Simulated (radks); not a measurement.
# Zr⁴⁺ in [Ar] 3d10 4s1 4p6 5p1: an all-electron calculation

The task here is to estimate one member of a computed series from the others.

The numbers are computed with radks (a radial shooting solver on a logarithmic mesh, Libxc functionals) version 1 (scalar-relativistic Kohn-Sham, PBEsol, spin-polarised, spherical densities, point nucleus; open shells are filled with parallel spins first), except any that are marked as measured or tabulated.

## The system

* element: zirconium (Z = 40)
* charge: +4
* electrons: 36
* configuration: [Ar] 3d10 4s1 4p6 5p1

The outer shells:

Zr⁴⁺
```
[Ar] core
3d [↑↓][↑↓][↑↓][↑↓][↑↓]
4s [↑ ]
4p [↑↓][↑↓][↑↓]
5p [↑ ][  ][  ]
```

The first run:

The run's settings:

```text
Z 40
configuration [Ar] 3d10 4s1 4p6 5p1
relativity scalar-relativistic
functional pbe_sol,pbe_sol
spin polarised
nucleus point
c 137.035999084
```

Steps of the session up to this table: Self-consistent calculation.

One of the session's tables, all rows but one given; the rest of the session is left out.

It belongs to the step «Radial structure». Sizes of the orbitals, from the radial functions (bohr):

```
  level      <r>  outermost maximum (interpolated)  90 % within  nodes
  1s up  0.03708                            0.0242       0.0664      0
1s down  0.03708                            0.0242       0.0664      0
  2s up   0.1627                             0.137        0.251      1
2s down   0.1627                             0.137        0.251      1
  2p up   0.1418                             0.109        0.231      0
2p down   0.1418                             0.109        0.231      0
  3s up   0.4585                             0.408        0.679      2
3s down   0.4583                             0.408        0.678      2
  3p up   0.4619                             0.402        0.700      1
3p down   0.4617                             0.402        0.699      1
  3d up        ?                                 ?            ?      ?
3d down   0.4510                             0.347        0.725      0
  4s up    1.169                              1.06         1.69      3
4s down    1.171                              1.06         1.69      3
  4p up    1.282                              1.14         1.87      2
4p down    1.285                              1.15         1.88      2
  5p up    2.937                              2.80         4.14      3
```

**Question.** Estimate the row for 3d up.

**Answer.** <r>: 0.4515; outermost maximum (interpolated): 0.347; 90 % within: 0.726; nodes: 0. In the column «<r>» it lies between 3d down (0.4510) and 3s down (0.4583).
